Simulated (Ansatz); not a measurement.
Run this with Ansatz 0.2.0 through its Python package and show what comes out.

`edit_sbpb.py`
```python
import logging
import sys

import ansatz as az
import pandas as pd
from pymatgen.core import Lattice, Structure
from pymatgen.io.ase import AseAtomsAdaptor

logging.basicConfig(stream=sys.stdout, format='[%(levelname)s] %(message)s')
logger = logging.getLogger('sbpb')
logger.setLevel(logging.INFO)

pmg_structure = Structure(
    Lattice([(0.0, 3.16124, 3.16124), (3.16124, 0.0, 3.16124), (3.16124, 3.16124, 0.0)]),
    ['Sb', 'Pb'],
    [
        (0.5, 0.5, 0.5),
        (0.0, 0.0, 0.0),
    ],
)
sbpb = az.Crystal.from_ase(AseAtomsAdaptor.get_atoms(pmg_structure))

model = (
    sbpb.calculation()
    .functional('PBEsol')
    .kpoints(4, 4, 4, center='gamma')
    .occupations(az.OccupationsMethod.METHFESSEL_PAXTON)
    .band_table()
)
typed = model.input()
rows = []
for value in [0.0001, 1e-06, 1e-08]:
    edited = typed.set(az.key.scf.convergence.dr2_threshold, value)
    report = az.Session.from_dict(edited).plan().execute().report
    rows.append((value, report['free_energy_ev'], report['n_iterations'], len(report['eigenvalues_ev'][0]) if 'eigenvalues_ev' in report else 0))
print(pd.DataFrame(rows, columns=['threshold eV', 'F eV', 'iterations', 'bands listed']).round(4).to_string(index=False))
print(edited.to_yaml())
```

`python edit_sbpb.py` gives:
```text
DeckWarning: basis.ecutwfc = 420 eV, auto-derived from the records' recommended cutoffs: set by Sb (normal level)
 threshold eV        F eV  iterations  bands listed
       0.0001 -18162.7919           3            19
       0.0000 -18162.7920           6            19
       0.0000 -18162.7920           7            19
crystal:
  lattice:
    - [0.0, 3.16124, 3.16124]
    - [3.16124, 0.0, 3.16124]
    - [3.16124, 3.16124, 0.0]
  atoms:
    - { symbol: Sb, position: [0.5, 0.5, 0.5] }
    - { symbol: Pb, position: [0.0, 0.0, 0.0] }
kpoints:
  mp_grid:
    grid: [4, 4, 4]
    shift: [0.0, 0.0, 0.0]
hamiltonian:
  xc: pbesol
scf:
  occupations:
    method: methfessel_paxton
  convergence:
    dr2_threshold: 1.0e-08
output:
  eigenvalues: true
```
(Warnings from the package without file and line, repeats left out.)

What to keep in mind:
- These settings explore the input space; cutoff and mesh may be short of convergence.
- The mesh is modest for a metal, so energies can be off by several to tens of meV an atom and pressures by half a GPa or more; differences at equal mesh fare better.
- Spin-orbit coupling, which matters for elements this heavy, is left out.
- The structure comes from a database of computed cells and needn't be a stable or known phase.
- Run time: 4.2 s on 1 thread of Arm Neoverse V1, on a shared host, peak memory 0.46 GiB.

(Lines on the test bed's own set-up are left out of the output.)
